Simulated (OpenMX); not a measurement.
Runs of OpenMX 3.8.5 on Mn. The cell holds a sheet with vacuum, 1 atom: a = 2.614 Å, b = 2.614 Å, c = 23.800 Å, α = 90.00°, β = 90.00°, γ = 90.00°. The cell was built by a generator and needn't be a form met in nature.

```csv
task,level,spin,U,hubbard projector,start of the occupations,hubbard shell,mixing scheme,SCF threshold,gap on the mesh (eV),moment (μB)
density of states,PBE+U,"collinear, ferromagnetic start",Mn U = 4 eV,dual,no orbital polarisation,Mn d,rmm-diis,1e-07 Ha,none,4.55
single point,PBE,"collinear, ferromagnetic start",-,-,-,-,rmm-diisk,1e-08 Ha,none,4.18
density of states,PBE+U,"collinear, ferromagnetic start",Mn U = 0 eV,dual,no orbital polarisation,Mn d,rmm-diis,1e-07 Ha,none,4.18
density of states,PBE+U,"collinear, ferromagnetic start",Mn U = 6 eV,dual,no orbital polarisation,Mn d,rmm-diis,1e-07 Ha,none,(a)
single point,PBE,"non-collinear, ferromagnetic start",-,-,-,-,rmm-diisk,1e-07 Ha,none,4.18
```

Alike in all rows: potentials or basis OpenMX 2013 PBE set, Mn6.0-s3p2d2, grid cutoff 400 Ry; cell as given; k mesh 7 × 7 × 1; smearing fermi-dirac 0.05 eV.

Q: Fill in the values left out.

A: (a) 5.00.

Caveats: no basis functions reach into the vacuum, so the work function isn't listed; the basis of atomic orbitals isn't converged, which shifts pressures, moduli and gaps; the U is typed as a test and isn't derived for this compound (some runs); U acts on the first radial function of the shell alone, so its value doesn't carry over to other programs (some runs).

A gap of «none» marks a metal or a gap under the smearing width.
